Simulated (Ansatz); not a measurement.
# Pt3Cl: the cost of one run

Program: Ansatz 0.2.0. Level of theory: DFT PBE, scalar-relativistic, plane waves, PAW. These are calculated values, not measurements.

The COD entry's cell or inner coordinates are ideal or old and differ from later refinements, so a difference from it is no clean test against experiment.

7 further runs of the same task are left out: 7 set aside as unsound or not needed.

## Step 1: Starting point

Symmetry: Pmm2, No. 25, orthorhombic system. Conventional cell: a = 2.807 Å, b = 2.807 Å, c = 19.351 Å, α = 90.00°, β = 90.00°, γ = 90.00°. Around Pt (site symmetry mm2) lie 8 Pt at 2.77 to 2.81 Å. Pt (site symmetry mm2) is surrounded by 12 Pt at 2.77 to 2.81 Å. Pt (site symmetry mm2) has 2 Cl at 2.36 Å as nearest neighbours. Around Cl (site symmetry mm2) lie 2 Pt at 2.36 Å.

As a file:

```
CELL_PARAMETERS angstrom
2.80716 0.00000 0.00000
0.00000 2.80716 0.00000
0.00000 0.00000 19.35139
ATOMIC_POSITIONS crystal
Pt 0.50000 0.50000 0.20670
Pt 0.00000 0.00000 0.30625
Pt 0.50000 0.50000 0.40573
Cl 0.50000 0.00000 0.50390
```

This is the geometry of the first run shown, built on a cell relaxed beforehand with the same method.

## Step 2: Plan of the line

Atoms count from 1 in the order of the input.

Cl is moved over the surface cell; relaxed at each place: the height of the adsorbate's atoms and the top layer of the substrate; the origin of the map has the adsorbate above Pt3.

First coordinate, position of Cl4 along the first surface vector, from above Pt3: 6 values from 0.000 to 0.833, periodic. Second coordinate, position of Cl4 along the second surface vector, from above Pt3: 6 values from 0.000 to 0.833, periodic.

Relaxed at each point: the height of the adsorbate's atoms and the top layer of the substrate. Points are written as (first, second).

The two vectors of the plane (Å): (2.807, 0.000, 0.000); (0.000, 2.807, 0.000).

## Step 3: Point (0/6, 3/6) of the map's two axes

input.yaml reads:

```yaml
crystal:
  lattice:
    - [2.8071640675, 0.0, 0.0]
    - [0.0, 2.8071640675, 0.0]
    - [0.0, 0.0, 19.3513901305]
  atoms:
    - { symbol: Pt, position: [0.5, 0.5, 0.2067034964] }
    - { symbol: Pt, position: [0.0, 0.0, 0.3062505503] }
    - { symbol: Pt, position: [0.5, 0.5, 0.4057274479] }
    - { symbol: Cl, position: [0.5, 1.0, 0.5038959616] }
basis:
  ecutwfc: 420
kpoints:
  mp_grid: { grid: [9, 9, 1] }
hamiltonian:
  xc: pbe
  pseudopotentials: { kind: paw, azcp: { folder: soft_1 } }
scf:
  occupations: { method: gaussian, width: 0.1 }
output:
  forces: true
  eigenvalues: true
relax:
  adjacent_minimum: "off"
  f_tol: 0.025
  max_steps: 30
  constraints: [{ sites: [0, 1] }, { sites: [3], fix: xy }]
efield:
  axis: 3
  dipole_correction: true
  ramp_width: 0.04
```

Launch:

```console
$ ansatz run input.yaml --threads 1 --pin off --max-ram 3072MiB --backend cpu --events-out ev --progress --plain --runs-dir out
```

**Question.** How long does this run take on 1 thread of Arm Neoverse V1, shared host, and how much memory does it need?

About 64 s, with a peak of 0.4 GiB.
